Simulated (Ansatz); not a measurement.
# H10O2Si4: relaxing the atoms and phonons, part 2 of 2

The task, for H10O2Si4: 2 runs in a chain (relaxing the atoms and phonons).

Ansatz 0.2.0; DFT PBE, Gaussian basis def2-SVP. The steps go on from the part before.

## (3) Phonons

It takes the final geometry of step 2.

input.yaml reads:

```yaml
crystal:
  periodic: [false, false, false]
  atoms:
    - { symbol: Si, position_ang: [0.14617968, 0.12114456, -0.96164812] }
    - { symbol: Si, position_ang: [0.07823777, 2.35402022, -0.23409966] }
    - { symbol: O, position_ang: [0.84553759, -0.7767996, 0.26393816] }
    - { symbol: Si, position_ang: [1.57111125, -2.23954756, 0.64674875] }
    - { symbol: O, position_ang: [-1.43238994, -0.36415773, -1.22595557] }
    - { symbol: Si, position_ang: [-2.41007139, -1.49956332, -1.97921474] }
    - { symbol: H, position_ang: [0.93477647, -0.1013824, -2.2301758] }
    - { symbol: H, position_ang: [-0.73440675, 2.45380909, 1.02876619] }
    - { symbol: H, position_ang: [-0.5480933, 3.23005367, -1.28698246] }
    - { symbol: H, position_ang: [1.4703583, 2.85847894, 0.04109073] }
    - { symbol: H, position_ang: [2.30827203, -2.79010113, -0.54674326] }
    - { symbol: H, position_ang: [0.52969608, -3.23398722, 1.08124455] }
    - { symbol: H, position_ang: [2.53854865, -2.0074005, 1.77017866] }
    - { symbol: H, position_ang: [-1.75503918, -2.00549399, -3.23847454] }
    - { symbol: H, position_ang: [-3.7169645, -0.8462167, -2.32143267] }
    - { symbol: H, position_ang: [-2.65843375, -2.66015731, -1.05532123] }
basis:
  gaussian: { orbitals: def2-SVP }
hamiltonian:
  xc: pbe
phonons:
  displaced_sites: [0, 1, 2, 4, 6]
```

Run with:

```
$ ansatz run input.yaml --threads 4 --pin off --max-ram 8192MiB --backend cpu --events-out ev --progress --plain --runs-dir out
```

Standard output (excerpt; [...] marks lines left out):

```text
Warning: RAYON_NUM_THREADS=4 ignored (pool sized by the plan → 4); use --threads N
[...]
Functional definition: PBE
[...]
1650 factors; their error is unknown
[...]
mean field -35736.63217155 eV, -1313.2970091450 hartree, gradient 3.5e-5 eV, S^2 0.000000; 0 other end points of the search recorded, 0 dependent functions left out
[...]
reference -35736.63222474 eV, -1313.2970110998 hartree; 41, 41 occupied and 109, 109 virtual orbitals, 1650 factors
[...]
1650 factors; their error is unknown
mean field -35736.63206155 eV, -1313.2970051029 hartree, gradient 1.6e-6 eV, S^2 0.000000; 0 other end points of the search recorded, 0 dependent functions left out
[...]
reference -35736.63211475 eV, -1313.2970070577 hartree; 41, 41 occupied and 109, 109 virtual orbitals, 1650 factors
[...]
1650 factors; their error is unknown
[...]
Atom 7 at    -0.734407     2.453809     1.028766 Å, force     0.000090    -0.000690    -0.000188 eV/Å
Atom 8 at    -0.548093     3.230054    -1.286982 Å, force    -0.000216    -0.000102    -0.000138 eV/Å
Atom 9 at     1.470358     2.858479     0.041091 Å, force     0.000124    -0.000144    -0.000235 eV/Å
Atom 10 at     2.308272    -2.790101    -0.546743 Å, force    -0.000534     0.000454     0.000480 eV/Å
Atom 11 at     0.529696    -3.233987     1.081245 Å, force     0.000769     0.000556    -0.000191 eV/Å
Atom 12 at     2.538549    -2.007401     1.770179 Å, force    -0.000530    -0.000327    -0.000475 eV/Å
Atom 13 at    -1.755039    -2.005494    -3.238475 Å, force    -0.000319     0.000002     0.000351 eV/Å
Atom 14 at    -3.716965    -0.846217    -2.321433 Å, force     0.000598    -0.000045     0.000005 eV/Å
Atom 15 at    -2.658434    -2.660157    -1.055321 Å, force     0.000035     0.000547    -0.000266 eV/Å
Dipole moment:     0.034406    -0.152447    -0.099014 e Å
Vibrations: 159.51 171.79 179.09 263.75 319.35 444.69 481.85 512.02 514.31 522.83 789.15 820.68 995.47 997.24 2123.65 cm⁻¹, zero-point energy 0.576240 eV
```

Wall time 43 s (4 threads of Arm Neoverse V1, shared host); peak memory 0.21 GiB.

## (4) Summary of results

The summary covers parts 1 to 2.

| step | energy above the lowest (eV) | charge | 2S+1 typed | ⟨S²⟩ | dipole (D) | time |
| --- | --- | --- | --- | --- | --- | --- |
| 2 | 0.000 | 0 | 1 | 0.00 | 0.89 | 2.5 min |
| 3 | 0.000 | 0 | 1 | 0.00 | 0.89 | 43 s |

**Reading.** The values hold for the settings typed; their convergence was not tested in this session.
